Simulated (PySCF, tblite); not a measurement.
# C2H10B3N3, a small molecule taken as a stand-in for a surface group (BN ring, N edge): NMR shifts, core binding energies and electronic excitations

Wanted: the NMR shifts, core binding energies and electronic excitations for `CCN1BNBNB1`.

Programs: tblite 0.8.0 and PySCF 2.14.0. All values are calculated, for the isolated system unless a continuum is named. Atoms count from 0, parts from 1.

## (1) Starting point

18 atoms, charge 0, multiplicity 1; geometry: distance geometry start.

## (2) Geometry optimisation with GFN2-xTB

What the job is given:

```
{"job": {"kind": "relax", "xc": "GFN2-xTB", "basis": "xTB"}, "charge": 0, "multiplicity": 1}
B      0.931232     1.252786    -0.259676
N      2.213447     0.699725    -0.902793
B      2.538069    -0.645327    -0.288202
N      1.497802    -1.695693     0.032588
B      0.149338    -1.113662    -0.516270
N     -0.182546     0.211030     0.003092
C     -1.482723     0.704193    -0.316469
C     -2.611611    -0.154832     0.132353
H      0.642537     2.416723    -0.425820
H      2.962090     1.414859    -0.769604
H      3.595437    -0.735864     0.205473
H      1.695920    -2.634975    -0.311401
H      0.060986    -1.280431    -1.724492
H     -1.605661     1.696136     0.194525
H     -1.558811     0.969720    -1.413679
H     -2.794109    -1.055574    -0.523681
H     -3.549105     0.451199     0.070214
H     -2.457622    -0.489886     1.190948
```

Method: GFN2-xTB geometry optimisation, gas phase.

Launch:

```sh
$ OMP_NUM_THREADS=1 python cluster_run.py task.json out
```

This one command runs all jobs of the session in turn.

**Question.** The jobs that follow are: PBE0-D3(BJ)/def2-SVP geometry optimisation, gas phase; GIAO PBE0/pcSseg-1 NMR shielding, non-relativistic, gas phase; delta-SCF UKS SCAN, pcX-2 on the ionised atom, pcseg-1 elsewhere, spin-free X2C; TDDFT CAM-B3LYP/def2-SVPD, vertical, gas phase, core orbitals frozen in the response. Predict: point group; rotational constants (main isotopes); 13C shifts against TMS (PBE0/pcSseg-1); 1H shifts against TMS (PBE0/pcSseg-1, means over atoms taken as alike); 11B shifts against BF3·OEt2 (PBE0/pcSseg-1, means over atoms taken as alike); 15N shifts against NH3 (PBE0/pcSseg-1, means over atoms taken as alike); N1s binding energies, SCAN/pcX-2; B1s binding energies, SCAN/pcX-2; C1s binding energies, SCAN/pcX-2 (standing for 1 of 2 atoms); lowest singlet (CAM-B3LYP/def2-SVPD); brightest single state of those computed; lowest triplet; vertical ionisation energy (ΔSCF).

**Answer**, as computed:

| quantity | value |
| --- | --- |
| point group | Cs |
| rotational constants (main isotopes) | 4.28, 1.44, 1.18 GHz |
| 13C shifts against TMS (PBE0/pcSseg-1) | 49.5, 23.6 ppm |
| 1H shifts against TMS (PBE0/pcSseg-1, means over atoms taken as alike) | 5.64, 4.84, 4.72, 3.32, 1.15, 1.09 ppm |
| 11B shifts against BF3·OEt2 (PBE0/pcSseg-1, means over atoms taken as alike) | 29.6, 27.0 ppm |
| 15N shifts against NH3 (PBE0/pcSseg-1, means over atoms taken as alike) | 169.4, 145.6 ppm |
| N1s binding energies, SCAN/pcX-2 | N1 404.53, N5 404.29 eV |
| B1s binding energies, SCAN/pcX-2 | B2 195.61, B4 195.48 eV |
| C1s binding energies, SCAN/pcX-2 (standing for 1 of 2 atoms) | C6 291.40 eV |
| lowest singlet (CAM-B3LYP/def2-SVPD) | 6.60 eV (188 nm), f = 0.010 |
| brightest single state of those computed | state 5, 7.66 eV, f = 0.248 |
| lowest triplet | 6.15 eV |
| vertical ionisation energy (ΔSCF) | 9.50 eV |

The start of the PBE0/def2-SVP relaxation was shaken at random by about 0.01 Å, so part of the energy gained, and of the first lengths quoted, undoes that. The optimisation took 5 steps and gained 0.156 eV; among the close pairs (by a distance rule), B2–N3 changed most, from 1.375 to 1.425 Å (PBE0/def2-SVP). No frequency check was run at this level, so the end point may be a saddle. Hydrogens of an XH3 group are listed apart at this fixed geometry; free rotation makes them one line at their mean. At PBE0/pcSseg-1: The largest span, 286 ppm, is at N5, where the paramagnetic term is -233 ppm. At SCAN/pcX-2: N1 (nitrogen bonded to 2 B, H) binds its N1s electron 0.24 eV more tightly than N5 (nitrogen bonded to C, 2 B). At SCAN/pcX-2: The B1s levels kept as sound span 0.13 eV, from B4 (boron bonded to 2 N, H) up to B2 (boron bonded to 2 N, H). The first singlet state (HOMO→LUMO+2 0.67, HOMO−1→LUMO+1 0.26) lies at 6.60 eV and is weak; of the 6 states computed, the strongest absorption comes from state 5 at 7.66 eV. The lowest triplet lies 0.45 eV below the lowest singlet (triplets in Tamm-Dancoff, singlets in full TDDFT). The orbital energy would give 8.93 eV for ionisation, ΔSCF gives 9.50 eV. A capped cluster stands for the solid here, so long-range fields and strain are missing, and bands or shifts of the capping hydrogens have no counterpart in it.
